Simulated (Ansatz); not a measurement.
# ZrBr₂F₂: a ladder of functionals and wavefunction methods

One table from this session's results is given with a row withheld; the runs are named, their logs left out.

Computed with Ansatz 0.2.0, Gaussian basis. Level: functionals in def2-TZVPP, the program's frozen cores in correlated methods.

The runs, in order: LDA (SPW92), PBE-D4, revPBE-D4, BLYP-D4, r2SCAN-D4, B97M-V, PBE0-D4, B3LYP-D4, r2SCANh-D4, r2SCAN0-D4, HSE06-D4, BHLYP-D4, CAM-B3LYP-D4, LC-ωPBE, ωB97X-V, ωB97M-V, B2PLYP, PBE-QIDH; CCSD(T)/def2-SVP; CCSD(T)/def2-TZVPP; MP2/def2-QZVPP; extrapolation to the limit; RPA on PBE.

## The relaxed structure

All runs share one geometry, relaxed beforehand with PBE0-D4 in a triple-zeta def2 set. Zr takes the def2 core potential; no spin-orbit term is included.

SMILES `[F][Zr]([F])([Br])[Br]`, 5 atoms, charge 0, spin multiplicity 1.

Atoms are counted from 1 here; the program's logs count them from 0.

Bond lengths: F1–Zr2 1.880 Å, Zr2–F3 1.880 Å, Zr2–Br4 2.485 Å, Zr2–Br5 2.485 Å. Angles: F1–Zr2–F3 108.7°, F1–Zr2–Br4 109.5°, F1–Zr2–Br5 109.5°, F3–Zr2–Br4 109.5°, F3–Zr2–Br5 109.5°, Br4–Zr2–Br5 110.3°.

The first run:

in.yaml

```yaml
crystal:
  periodic: [false, false, false]
  atoms:
    - {symbol: F, position_ang: [0.180769, -0.617213, 1.846919]}
    - {symbol: Zr, position_ang: [0.090097, -0.103934, 0.041026]}
    - {symbol: F, position_ang: [1.353961, -1.099256, -0.931035]}
    - {symbol: Br, position_ang: [-2.186306, -0.570647, -0.839359]}
    - {symbol: Br, position_ang: [0.611479, 2.317449, -0.158951]}
basis:
  gaussian: {orbitals: def2-TZVPP}
hamiltonian: {xc: lda}
output: {orbitals: {seedname: orbitals}}
```

On the command line:

```sh
> ansatz run in.yaml --threads 4 --pin off --events-out ev --progress --plain --max-ram 10444MiB
```

Steps of the session up to this table: LDA; PBE-D4 (GGA); revPBE-D4 (GGA); BLYP-D4 (GGA); r2SCAN-D4 (meta-GGA); B97M-V (meta-GGA); PBE0-D4 (hybrid); B3LYP-D4 (hybrid); r2SCANh-D4 (hybrid); r2SCAN0-D4 (hybrid); HSE06-D4 (hybrid); BHLYP-D4 (hybrid); CAM-B3LYP-D4 (range-separated); LC-ωPBE (range-separated); ωB97X-V (range-separated); ωB97M-V (range-separated); B2PLYP (double hybrid); PBE-QIDH (double hybrid).

One of the session's tables, all rows but one given; the rest of the session is left out.

It belongs to the step «Frontier levels by functional». 

```
  functional  HOMO (eV)  LUMO (eV)  gap (eV)
 LDA (SPW92)      -7.96      -3.39      4.57
      PBE-D4      -7.76      -3.13      4.63
   revPBE-D4      -7.69      -3.04      4.66
     BLYP-D4      -7.58      -3.00      4.58
   r2SCAN-D4      -8.12      -3.01      5.11
      B97M-V      -8.15      -2.94      5.22
     PBE0-D4      -9.04      -2.39      6.65
    B3LYP-D4          ?          ?         ?
  r2SCANh-D4      -8.58      -2.74      5.85
  r2SCAN0-D4      -9.28      -2.31      6.97
    HSE06-D4      -8.64      -2.76      5.88
    BHLYP-D4     -10.15      -1.47      8.68
CAM-B3LYP-D4     -10.32      -1.32      9.00
     LC-ωPBE     -11.68      -0.19     11.49
     ωB97X-V     -11.32      -0.26     11.06
     ωB97M-V     -11.18      -0.33     10.85
```

**Question.** Estimate the row for B3LYP-D4.

Worked estimate for «HOMO (eV)». Against the share of exact exchange, BLYP-D4 (0, -7.58), BHLYP-D4 (0.5, -10.15) give a slope of -5.14 per unit share; at 0.2 the line stands at -8.61.

As computed: HOMO (eV): -8.77; LUMO (eV): -2.58; gap (eV): 6.18. In «HOMO (eV)» the line misses by +0.16.
